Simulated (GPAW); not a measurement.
Runs of GPAW 26.7.0 on Ti3Se. Symmetry: P-6m2, No. 187, hexagonal system. Conventional cell: a = 3.197 Å, b = 3.197 Å, c = 7.943 Å, α = 90.00°, β = 90.00°, γ = 120.00°. Se (site symmetry -6m2) is surrounded by 6 Ti at 2.58 Å. Around Ti (site symmetry -6m2) lie 12 Ti at 2.85 to 3.20 Å. Ti (site symmetry 3m) has 3 Se at 2.58 Å and 3 Ti at 2.85 Å as nearest neighbours. The cell comes from a database or a generator and needn't be the stable form of this composition.

| task | level | potentials or basis | U | cell | k mesh | optimizer | fmax | max steps | convergence | band path | mesh quality | gap on the mesh (eV) | pressure (GPa) | relaxed volume (Å³/atom) | largest force (eV/Å) |
| --- | --- | --- | --- | --- | --- | --- | --- | --- | --- | --- | --- | --- | --- | --- | --- |
| relaxation of cell and atoms | PBEsol+D3 | PAW data sets generated in the run's folder for this functional, pw | - | relaxed | 6 × 6 × 3 | BFGS | 0.02 eV/Å | 60 | density=1e-05 forces=0.0001 | - | coarse | none | 0.1 | 16.41 | - |
| band structure | PBEsol+U | PAW data sets generated in the run's folder for this functional, pw | Ti d U = 8 eV | as given | 7 × 7 × 3 | - | - | - | - | GMKGALHA,LM,KH | not flagged | - | 5.0 | - | 0.31 |
| band structure | r2SCAN | GPAW PAW data sets (gpaw-data 1.2.1), pw | - | as given | 6 × 6 × 3 | - | - | - | - | GMKGALHA,LM,KH | coarse | - | (d) | - | (c) |
| band structure | PBEsol+U | PAW data sets generated in the run's folder for this functional, pw | Ti d U = 1 eV | as given | 7 × 7 × 3 | - | - | - | - | GMKGALHA,LM,KH | not flagged | - | -3.6 | - | 0.13 |
| relaxation of cell and atoms | PBEsol+D3(BJ)+ATM | PAW data sets generated in the run's folder for this functional, pw | - | relaxed | 6 × 6 × 3 | BFGS | 0.02 eV/Å | 60 | density=1e-05 forces=0.0001 | - | coarse | none | 0.1 | (b) | - |
| band structure | PBEsol+U | PAW data sets generated in the run's folder for this functional, pw | Ti d U = 2 eV | as given | 7 × 7 × 3 | - | - | - | - | GMKGALHA,LM,KH | not flagged | - | -2.5 | - | 0.15 |
| band structure | PBEsol | PAW data sets generated in the run's folder for this functional, pw | - | as given | 7 × 7 × 3 | - | - | - | - | GMKGALHA,LM,KH | not flagged | - | -4.6 | - | 0.11 |
| band structure | PBEsol+U | PAW data sets generated in the run's folder for this functional, pw | Ti d U = 3 eV | as given | 7 × 7 × 3 | - | - | - | - | GMKGALHA,LM,KH | not flagged | - | (a) | - | 0.18 |

Alike in all rows: no spin polarisation; cutoff (eV) 600; smearing fermi-dirac 0.05 eV.

Q: Fill in the values left out.

A: (a) -1.4; (b) 16.23; (c) 0.06; (d) -0.9.

Caveats: some runs use coarse meshes; U without spin polarisation on a metal has little footing (some runs); later steps reuse the first step's grids (some runs); pairwise dispersion overbinds metals, which lowers pressure and volume (some runs); the PAW data sets were made with another functional, which shifts forces and pressure a little (some runs).

A k mesh can miss the band edges, and the runs leave out spin-orbit coupling on Se.

A gap of «none» marks a metal or a gap under the smearing width.

Not every run made on this cell is shown here.
